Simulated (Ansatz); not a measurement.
# Cl3H3O4SiTi: taking an electron away

How much energy removes an electron from Cl3H3O4SiTi at fixed geometry? The cation is run at each level and the neutral's energy taken from earlier runs.

The runs use Ansatz 0.2.0, Gaussian basis; unrestricted cation, the program's frozen cores in correlated methods.

The runs, in order: UKS PBE-D4/def2-TZVPP; UKS r2SCAN-D4/def2-TZVPP; UKS PBE0-D4/def2-TZVPP; UKS B3LYP-D4/def2-TZVPP; UKS wB97X-V/def2-TZVPP; UKS wB97M-V/def2-TZVPP; UKS B2PLYP/def2-TZVPP; UHF-CCSD(T)/def2-TZVPP; UHF-MP2/def2-QZVPP; extrapolation to the limit; then −ε(HOMO) from the neutral's earlier runs with LDA (SPW92), PBE-D4, revPBE-D4, BLYP-D4, r2SCAN-D4, B97M-V, PBE0-D4, B3LYP-D4, r2SCANh-D4, r2SCAN0-D4, HSE06-D4, BHLYP-D4, CAM-B3LYP-D4, LC-ωPBE, ωB97X-V, ωB97M-V.

## Step 1: Structure used throughout

The geometry comes from an earlier relaxation with PBE0-D4 in a triple-zeta def2 set; it is a stationary point, not always the lowest conformer.

SMILES `O[Si](O)(O)[O][Ti]([Cl])([Cl])[Cl]`, 12 atoms, charge 0, spin multiplicity 1.

Atoms are counted from 1 here; the program's logs count them from 0.

Bond lengths: O1–Si2 1.619 Å, O1–H10 0.958 Å, Si2–O3 1.619 Å, Si2–O4 1.626 Å, Si2–O5 1.652 Å, O3–H11 0.958 Å, O4–H12 0.959 Å, O5–Ti6 1.741 Å, Ti6–Cl7 2.176 Å, Ti6–Cl8 2.190 Å, Ti6–Cl9 2.179 Å. Angles: Si2–O1–H10 118.0°, O1–Si2–O3 109.5°, O1–Si2–O4 115.7°, O1–Si2–O5 103.8°, O3–Si2–O4 107.5°, O3–Si2–O5 112.1°, O4–Si2–O5 108.2°, Si2–O3–H11 117.7°, Si2–O4–H12 118.5°, Si2–O5–Ti6 155.6°, O5–Ti6–Cl7 110.2°, O5–Ti6–Cl8 105.7°, O5–Ti6–Cl9 109.5°, Cl7–Ti6–Cl8 110.2°, Cl7–Ti6–Cl9 110.9°, Cl8–Ti6–Cl9 110.1°.

## Step 2: Cation, UKS PBE-D4/def2-TZVPP

The input, in.yaml:

```yaml
crystal:
  periodic: [false, false, false]
  atoms:
    - {symbol: O, position_ang: [1.013312, 0.567316, -1.888271]}
    - {symbol: Si, position_ang: [0.741556, -0.501882, -0.703442]}
    - {symbol: O, position_ang: [2.131084, -1.229438, -0.301093]}
    - {symbol: O, position_ang: [-0.342523, -1.666713, -1.038527]}
    - {symbol: O, position_ang: [0.143253, 0.419795, 0.529513]}
    - {symbol: Ti, position_ang: [-1.099759, 1.182498, 1.479899]}
    - {symbol: Cl, position_ang: [-0.976833, 3.346121, 1.283244]}
    - {symbol: Cl, position_ang: [-2.999344, 0.454363, 0.667923]}
    - {symbol: Cl, position_ang: [-0.897026, 0.579605, 3.564475]}
    - {symbol: H, position_ang: [1.556285, 0.291549, -2.627845]}
    - {symbol: H, position_ang: [2.077573, -2.070283, 0.155737]}
    - {symbol: H, position_ang: [-1.270577, -1.428333, -1.087612]}
basis:
  gaussian: {orbitals: def2-TZVPP}
total_charge: 1
magnetization: {spin_polarized: true, initial_magnetization: 1}
hamiltonian: {xc: pbe, dispersion: d4}
```

Started as:

```bash
ansatz run in.yaml --threads 4 --pin off --events-out ev --progress --plain --max-ram 66560MiB --backend cuda --devices 0, --max-vram 37GiB
```

What it wrote:

```text
Functional definition: PBE
  name "PBE"
  cite "Perdew, Burke & Ernzerhof, Phys. Rev. Lett. 77, 3865 (1996) doi:10.1103/PhysRevLett.77.3865"
  parent pbe
  parameter kappa = 0.804
  parameter beta = 0.06672455060314922
  exchange = pbe_x(kappa = kappa, mu = beta*pi^2/3)
  correlation = pbe_c(beta = beta)
2383 factors; their error is unknown
mean field evaluation 1: about -76726.1913 eV, gradient 1.2e2 eV
mean field evaluation 2: about -76125.8358 eV, gradient 2.8e2 eV
mean field evaluation 4: about -76751.3961 eV, gradient 7.9e1 eV
mean field evaluation 8: about -76769.7929 eV, gradient 2.1e1 eV
mean field evaluation 16: about -76771.8061 eV, gradient 1.1e1 eV
mean field evaluation 32: about -76772.8650 eV, gradient 4.2e-4 eV
mean field evaluation 64: about -76772.7378 eV, gradient 4.1e0 eV
mean field evaluation 96: about -76772.8217 eV, gradient 4.8e-2 eV
mean field -76772.86503494 eV, -2821.3507515170 hartree, gradient 1.7e-6 eV, S^2 0.752821; 10 other end points of the search recorded, 0 dependent functions left out
reference -76772.86508986 eV, -2821.3507535353 hartree; 61, 60 occupied and 337, 338 virtual orbitals, 2383 factors
Total energy: -76773.32352579 eV, -2821.3676007451 hartree
```

Wall time 26 s (1 × H100 (card shared with other runs) with 4 threads of AMD EPYC 7R13, shared host); peak host memory 1.1 GiB.

Less the neutral's -76783.4925 eV (earlier run), this gives 10.169 eV. ⟨S²⟩ = 0.753.

## Step 3: Cation, UKS r2SCAN-D4/def2-TZVPP

in.yaml: that of step 2 with these lines changed.

```diff
@@ -19,2 +19,2 @@
 magnetization: {spin_polarized: true, initial_magnetization: 1}
-hamiltonian: {xc: pbe, dispersion: d4}
+hamiltonian: {xc: r2scan, dispersion: d4}
```

Same command.

What it wrote (excerpt; [...] marks lines left out):

```text
Functional definition: r2SCAN
  name "r2SCAN"
  cite "Furness, Kaplan, Ning, Perdew & Sun, J. Phys. Chem. Lett. 11, 8208 (2020) doi:10.1021/acs.jpclett.0c02405"
  cite "Furness, Kaplan, Ning, Perdew & Sun, J. Phys. Chem. Lett. 11, 9248 (2020) doi:10.1021/acs.jpclett.0c03077"
  parent r2scan
[...]
2383 factors; their error is unknown
[...]
mean field -76798.91194990 eV, -2822.3079579868 hartree, gradient 2.4e-6 eV, S^2 0.755529; 10 other end points of the search recorded, 0 dependent functions left out
reference -76798.91196677 eV, -2822.3079586065 hartree; 61, 60 occupied and 337, 338 virtual orbitals, 2383 factors
Total energy: -76799.03130707 eV, -2822.3123442817 hartree
```

It took 38 s on 1 × H100 (card shared with other runs) with 4 threads of AMD EPYC 7R13, shared host; peak host memory 1.3 GiB.

Less the neutral's -76809.5323 eV (earlier run), this gives 10.501 eV. ⟨S²⟩ = 0.756.

## Step 4: Cation, UKS PBE0-D4/def2-TZVPP

in.yaml: that of step 3 with these lines changed.

```diff
@@ -19,2 +19,2 @@
 magnetization: {spin_polarized: true, initial_magnetization: 1}
-hamiltonian: {xc: r2scan, dispersion: d4}
+hamiltonian: {xc: pbe0, dispersion: d4}
```

Same command.

What it wrote (excerpt; [...] marks lines left out):

```text
Functional definition: PBE0
  name "PBE0"
  cite "Adamo & Barone, J. Chem. Phys. 110, 6158 (1999) doi:10.1063/1.478522"
  cite "Perdew, Burke & Ernzerhof, Phys. Rev. Lett. 77, 3865 (1996) doi:10.1103/PhysRevLett.77.3865"
  parent pbe
[...]
2559 factors; their error is unknown
[...]
mean field -76775.68401012 eV, -2821.4543469443 hartree, gradient 2.7e-6 eV, S^2 0.763684; 10 other end points of the search recorded, 0 dependent functions left out
reference -76775.68405101 eV, -2821.4543484470 hartree; 61, 60 occupied and 337, 338 virtual orbitals, 2559 factors
Total energy: -76776.08506028 eV, -2821.4690852657 hartree
```

Wall time 23 s (1 × H100 (card shared with other runs) with 4 threads of AMD EPYC 7R13, shared host); peak host memory 1.1 GiB.

Less the neutral's -76787.1006 eV (earlier run), this gives 11.016 eV. ⟨S²⟩ = 0.764.

## Step 5: Cation, UKS B3LYP-D4/def2-TZVPP

in.yaml: that of step 4 with these lines changed.

```diff
@@ -19,2 +19,2 @@
 magnetization: {spin_polarized: true, initial_magnetization: 1}
-hamiltonian: {xc: pbe0, dispersion: d4}
+hamiltonian: {xc: {name: B3LYP}, dispersion: d4}
```

Same command.

What it wrote (excerpt; [...] marks lines left out):

```text
Functional definition: B3LYP
  name "B3LYP"
  cite "Stephens, Devlin, Chabalowski & Frisch, J. Phys. Chem. 98, 11623 (1994) doi:10.1021/j100096a001"
  cite "Becke, Phys. Rev. A 38, 3098 (1988) doi:10.1103/PhysRevA.38.3098"
  cite "Lee, Yang & Parr, Phys. Rev. B 37, 785 (1988) doi:10.1103/PhysRevB.37.785"
  cite "Vosko, Wilk & Nusair, Can. J. Phys. 58, 1200 (1980) doi:10.1139/p80-159"
[...]
2509 factors; their error is unknown
[...]
mean field -76807.86003285 eV, -2822.6367939698 hartree, gradient 8.6e-6 eV, S^2 0.760161; 10 other end points of the search recorded, 0 dependent functions left out
reference -76807.86038359 eV, -2822.6368068594 hartree; 61, 60 occupied and 337, 338 virtual orbitals, 2509 factors
Total energy: -76808.60082858 eV, -2822.6640177106 hartree
```

Wall time 40 s (1 × H100 (card shared with other runs) with 4 threads of AMD EPYC 7R13, shared host); peak host memory 1.1 GiB.

Less the neutral's -76819.4897 eV (earlier run), this gives 10.889 eV. ⟨S²⟩ = 0.760.

## Step 6: Cation, UKS wB97X-V/def2-TZVPP

in.yaml: that of step 5 with these lines changed.

```diff
@@ -19,2 +19,2 @@
 magnetization: {spin_polarized: true, initial_magnetization: 1}
-hamiltonian: {xc: {name: B3LYP}, dispersion: d4}
+hamiltonian: {xc: {name: wB97X-V}}
```

The command is unchanged.

What it wrote (excerpt; [...] marks lines left out):

```text
Functional definition: wB97X-V
  name "wB97X-V"
  cite "Mardirossian & Head-Gordon, Phys. Chem. Chem. Phys. 16, 9904 (2014) doi:10.1039/C3CP54374A"
  cite "Becke, J. Chem. Phys. 107, 8554 (1997) doi:10.1063/1.475007"
  cite "Vydrov & Van Voorhis, J. Chem. Phys. 133, 244103 (2010) doi:10.1063/1.3521275"
[...]
      + integral(e_c_pw_opposite_spin*poly(b97_u_opposite, cos0, cos1)) + vv10(b, c)
2482 factors; their error is unknown
417 factors; integrals over basis functions are off by at most 1.4e-5 eV
[...]
mean field -76791.74205650 eV, -2822.0444692642 hartree, gradient 8.6e-6 eV, S^2 0.794156; 6 other end points of the search recorded, 0 dependent functions left out
reference -76791.74205395 eV, -2822.0444691705 hartree; 61, 60 occupied and 337, 338 virtual orbitals, 2482 factors
Total energy: -76791.74205395 eV, -2822.0444691705 hartree
```

Wall time 38 s (1 × H100 (card shared with other runs) with 4 threads of AMD EPYC 7R13, shared host); peak host memory 1.3 GiB.

Less the neutral's -76803.3528 eV (earlier run), this gives 11.611 eV. ⟨S²⟩ = 0.794.

## Step 7: Cation, UKS wB97M-V/def2-TZVPP

in.yaml: that of step 6 with these lines changed.

```diff
@@ -19,2 +19,2 @@
 magnetization: {spin_polarized: true, initial_magnetization: 1}
-hamiltonian: {xc: {name: wB97X-V}}
+hamiltonian: {xc: {name: wB97M-V}}
```

Launched as before.

What it wrote (excerpt; [...] marks lines left out):

```text
Functional definition: wB97M-V
  name "wB97M-V"
  cite "Mardirossian & Head-Gordon, J. Chem. Phys. 144, 214110 (2016) doi:10.1063/1.4952647"
  cite "Becke, J. Chem. Phys. 107, 8554 (1997) doi:10.1063/1.475007"
  cite "Vydrov & Van Voorhis, J. Chem. Phys. 133, 244103 (2010) doi:10.1063/1.3521275"
  # Of w^i u^j: cxij and so on, Table III.
[...]
  gx(w, u) = 1 - cx + cx01*u + cx10*w
  gss(w, u) = css00 + css04*u^4 + css10*w + css20*w^2 + css43*w^4*u^3
  gos(w, u) = cos00 + cos10*w + (cos20 + cos21*u)*w^2 + (cos60 + cos61*u)*w^6
[...]
      + integral(e_c_pw_mod_opposite_spin*gos(b97_w_opposite, b97_u_opposite)) + vv10(b, c)
2466 factors; their error is unknown
417 factors; integrals over basis functions are off by at most 1.4e-5 eV
[...]
mean field -76798.97787017 eV, -2822.3103805119 hartree, gradient 8.1e-6 eV, S^2 0.785349; 6 other end points of the search recorded, 0 dependent functions left out
reference -76798.97793418 eV, -2822.3103828644 hartree; 61, 60 occupied and 337, 338 virtual orbitals, 2466 factors
Total energy: -76798.97793418 eV, -2822.3103828644 hartree
```

Run time: 34 s. Hardware: 1 × H100 (card shared with other runs) with 4 threads of AMD EPYC 7R13, shared host; peak host memory 1.4 GiB.

Less the neutral's -76810.5059 eV (earlier run), this gives 11.528 eV. ⟨S²⟩ = 0.785.

## Step 8: Cation, UKS B2PLYP (frozen core)/def2-TZVPP

in.yaml: that of step 7 with these lines changed.

```diff
@@ -19,2 +19,2 @@
 magnetization: {spin_polarized: true, initial_magnetization: 1}
-hamiltonian: {xc: {name: wB97M-V}}
+hamiltonian: {xc: {name: B2PLYP}}
```

Same command.

What it wrote (excerpt; [...] marks lines left out):

```text
Functional definition: B2PLYP
  name "B2PLYP"
  cite "Grimme, J. Chem. Phys. 124, 034108 (2006) doi:10.1063/1.2148954"
  cite "Becke, Phys. Rev. A 38, 3098 (1988) doi:10.1103/PhysRevA.38.3098"
  cite "Lee, Yang & Parr, Phys. Rev. B 37, 785 (1988) doi:10.1103/PhysRevB.37.785"
[...]
2491 factors; integrals over basis functions are off by at most 9.1e-4 eV
[...]
mean field -76763.56227866 eV, -2821.0088815294 hartree, gradient 3.3e-6 eV, S^2 0.807924; 6 other end points of the search recorded, 0 dependent functions left out
29 core orbitals not correlated: weight in the atoms' cores, before any rotation towards them, 1.000 or more for the frozen orbitals, at most 0.000 for the correlated occupied ones
reference -76763.56250194 eV, -2821.0088897349 hartree; 32, 31 occupied and 337, 338 virtual orbitals, 2491 factors
second order -69.90962815 eV of doubles, -0.00000000 eV of singles
Total energy: -76782.43810154 eV, -2821.7025552258 hartree
```

Run time: 27 s. Hardware: 1 × H100 (card shared with other runs) with 4 threads of AMD EPYC 7R13, shared host; peak host memory 1.9 GiB.

The neutral molecule at this level: -76793.6239 eV. Difference: 11.186 eV. ⟨S²⟩ = 0.808.

## Step 9: Cation, UHF-CCSD(T)/def2-TZVPP

in.yaml: that of step 8 with these lines changed.

```diff
@@ -19,2 +19,3 @@
 magnetization: {spin_polarized: true, initial_magnetization: 1}
-hamiltonian: {xc: {name: B2PLYP}}
+correlation: {method: ccsd_t}
+scf: {omitted_lower_state_checks: [cluster_reference]}
```

Launched as before.

What it wrote (excerpt; [...] marks lines left out):

```text
Functional definition: HF
  name "HF"
  cite "Fock, Z. Phys. 61, 126 (1930) doi:10.1007/BF01340294"
  parent pbe
[...]
2491 factors; integrals over basis functions are off by at most 9.1e-4 eV
[...]
mean field -76663.21507313 eV, -2817.3211897441 hartree, gradient 4.7e-6 eV, S^2 0.763660; 13 other end points of the search recorded, 0 dependent functions left out
29 core orbitals not correlated: weight in the atoms' cores, before any rotation towards them, 1.000 or more for the frozen orbitals, at most 0.000 for the correlated occupied ones
reference -76663.21507313 eV, -2817.3211897441 hartree; 32, 31 occupied and 337, 338 virtual orbitals, 2491 factors
second order -55.41314872 eV of doubles, -0.00000000 eV of singles
cycle   1  -53.82622497 eV  change     1.6e0 eV  update   3.5e-1
[...]
cycle  36  -56.42730092 eV  change   -1.8e-5 eV  update   4.5e-5
perturbative correction -3.00697619 eV, -0.1105043368 hartree
Total energy: -76722.64935024 eV, -2819.5053591419 hartree
Checks for a lower state left out: cluster_reference
```

Wall time 8.7 min (1 × H100 (card shared with other runs) with 4 threads of AMD EPYC 7R13, shared host); peak host memory 1.9 GiB.

The neutral molecule at this level: -76734.0795 eV. Difference: 11.430 eV. ⟨S²⟩ = 0.764. T1 = 0.052 (report).

## Step 10: Cation, UHF-MP2/def2-QZVPP

in.yaml: that of step 9 with these lines changed.

```diff
@@ -16,6 +16,6 @@
 basis:
-  gaussian: {orbitals: def2-TZVPP}
+  gaussian: {orbitals: "def2-QZVPP.json"}
 total_charge: 1
 magnetization: {spin_polarized: true, initial_magnetization: 1}
-correlation: {method: ccsd_t}
+correlation: {method: mp2}
 scf: {omitted_lower_state_checks: [cluster_reference]}
```

The command is unchanged.

What it wrote (excerpt; [...] marks lines left out):

```text
Functional definition: HF
  name "HF"
  cite "Fock, Z. Phys. 61, 126 (1930) doi:10.1007/BF01340294"
  parent pbe
[...]
4246 factors; integrals over basis functions are off by at most 9.5e-4 eV
[...]
mean field -76665.34744748 eV, -2817.3995530561 hartree, gradient 1.5e-6 eV, S^2 0.763957; 13 other end points of the search recorded, 0 dependent functions left out
29 core orbitals not correlated: weight in the atoms' cores, before any rotation towards them, 1.000 or more for the frozen orbitals, at most 0.000 for the correlated occupied ones
reference -76665.34744748 eV, -2817.3995530561 hartree; 32, 31 occupied and 630, 631 virtual orbitals, 4246 factors
second order -60.19200046 eV of doubles, -0.00000000 eV of singles
Total energy: -76725.53944795 eV, -2819.6115682735 hartree
Checks for a lower state left out: cluster_reference
```

Wall time 76 s (1 × H100 (card shared with other runs) with 4 threads of AMD EPYC 7R13, shared host); peak host memory 1.9 GiB.

Less the neutral's -76737.4520 eV (earlier run), this gives 11.913 eV. ⟨S²⟩ = 0.764.

## Step 11: Extrapolating to the complete basis

This step is arithmetic on the last runs, with X = 3 and 4: exp(−7.88√X) for Hartree-Fock, X^−2.97 for correlation; only MP2 was run in the larger set, so CCSD(T) minus MP2 is added from the smaller one.

```csv
level,energy at the limit (eV)
HF,-76665.6412
MP2,-76729.3730
CCSD,-76730.3872
CCSD(T),-76733.3942
```

The neutral's limit, from its own earlier runs, is -76745.0652 eV in the additive form (MP2 limit plus CCSD(T) minus MP2 in triple zeta), in which the cation has -76733.3942 eV.

## Step 12: The ladder

Differences are taken before rounding.

```csv
method,ionisation energy (eV),from CCSD(T)/CBS (eV),time
PBE-D4,10.17,-1.50,34 s
r2SCAN-D4,10.50,-1.17,47 s
PBE0-D4,11.02,-0.66,30 s
B3LYP-D4,10.89,-0.78,47 s
ωB97X-V,11.61,-0.06,47 s
ωB97M-V,11.53,-0.14,47 s
B2PLYP,11.19,-0.49,34 s
HF/def2-TZVPP,11.05,-0.62,
MP2/def2-TZVPP,11.78,+0.11,
CCSD/def2-TZVPP,11.63,-0.04,
CCSD(T)/def2-TZVPP,11.43,-0.24,9.4 min
CCSD(T)/CBS,11.67,0,11 min
```

Among the levels timed on like hardware and quicker than the yardstick, those that no quicker one beats, quickest first: PBE0-D4 (30 s, -0.66 eV); B2PLYP (34 s, -0.49 eV); ωB97X-V (47 s, -0.06 eV).

Times add the cation's run and the neutral's; HF, MP2 and CCSD come out of the CCSD(T) runs.

For comparison, −ε(HOMO) of the neutral from earlier runs:

```csv
functional,−ε(HOMO) (eV),by energy difference (eV)
LDA (SPW92),8.02,
PBE-D4,7.81,10.17
revPBE-D4,7.74,
BLYP-D4,7.69,
r2SCAN-D4,8.22,10.50
B97M-V,8.30,
PBE0-D4,9.30,11.02
B3LYP-D4,9.01,10.89
r2SCANh-D4,8.80,
r2SCAN0-D4,9.56,
HSE06-D4,8.90,
BHLYP-D4,10.53,
CAM-B3LYP-D4,10.62,
LC-ωPBE,12.02,
ωB97X-V,11.65,11.61
ωB97M-V,11.48,11.53
```

## Step 13: What came out

| quantity | value |
| --- | --- |
| ionisation energy, CCSD(T)/CBS | 11.67 eV |
| nearest functional by difference | ωB97X-V (-0.06 eV) |
| nearest −ε(HOMO) | ωB97X-V (-0.02 eV) |
| −ε(HOMO) of PBE | 7.81 eV |
| T1 of the cation | 0.052 |

What this shows: By cation minus neutral, the functionals miss by 1.50 eV at most. The PBE orbital energy is 3.9 eV too small: a semilocal HOMO is no ionisation energy. Among orbital estimates ωB97X-V comes nearest. Hartree-Fock falls 0.62 eV short, as the neutral has more correlation energy than the cation. The cation's T1 (from the report) is 0.052, above the customary mark of 0.045 for open shells, so the coupled-cluster value is less safe. The cation may have settled in a state other than its lowest; no search over hole states beyond the program's own was made. Correlated methods include outer-core shells of Ti, which these sets cover unevenly.

ωB97X-V reaches 0.06 eV from the reference in 47 s, where CCSD(T)/CBS took 11 min; the quickest level in the cost chart, PBE0-D4, takes 30 s and misses by 0.66 eV.
